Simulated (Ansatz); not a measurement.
# C2H5Se, SMILES [CH2][Se]C: a rigid scan of one bond angle

Computed with Ansatz's Python interface.

The script, `c2h5se_bend.py`:
```python
import ansatz as az
from ase import Atoms

atoms = Atoms(['C', 'Se', 'C', 'H', 'H', 'H', 'H', 'H'], positions=[
    (-0.9662, 1.0317, -0.4762),
    (0.8913, 0.7196, -0.603),
    (0.707, -0.8071, 0.5754),
    (-1.5041, 0.2553, -0.9624),
    (-1.2441, 2.0154, -1.0367),
    (0.3254, -0.4684, 1.565),
    (1.7713, -1.2491, 0.752),
    (0.1116, -1.5546, 0.1301),
])

first = (
    az.Crystal.molecule_from_ase(atoms).calculation()
    .basis(gaussian='def2-SVP')
    .functional('r2SCAN')
    .spin('collinear', total=1)
    .relax(force_tolerance=0.02, max_steps=80)
)
atoms.positions = first.run(threads=1, pin='off').report['positions_ang']

rows = []
for angle in [90, 100, 110, 120, 135, 150, 165, 179]:
    bent = atoms.copy()
    bent.set_angle(0, 1, 2, angle, indices=[2, 5, 6, 7])
    calculation = (
        az.Crystal.molecule_from_ase(bent).calculation()
        .basis(gaussian='def2-SVP')
        .functional('r2SCAN')
        .spin('collinear', total=1)
    )
    rows.append((angle, calculation.run(threads=1, pin='off').report['free_energy_ev']))
floor = min(e for _, e in rows)
for angle, e in rows:
    print(f'angle C0-Se1-C2 = {angle:3d} deg   {1000 * (e - floor):9.1f} meV')
```

```console
$ python c2h5se_bend.py
angle C0-Se1-C2 =  90 deg        76.8 meV
angle C0-Se1-C2 = 100 deg         0.0 meV
angle C0-Se1-C2 = 110 deg       118.5 meV
angle C0-Se1-C2 = 120 deg       388.7 meV
angle C0-Se1-C2 = 135 deg      1030.2 meV
angle C0-Se1-C2 = 150 deg      1889.1 meV
angle C0-Se1-C2 = 165 deg      2802.6 meV
angle C0-Se1-C2 = 179 deg      3084.2 meV
```

Caveats:
- The scan is rigid, and the energies are electronic, in a modest basis. The zero is the lowest point of the grid, which needn't be the minimum.
- The species is open-shell (spin multiplicity 2).
- It ran for 2.8 min on 1 thread of Arm Neoverse V1 (shared host), peak memory 0.3 GiB.
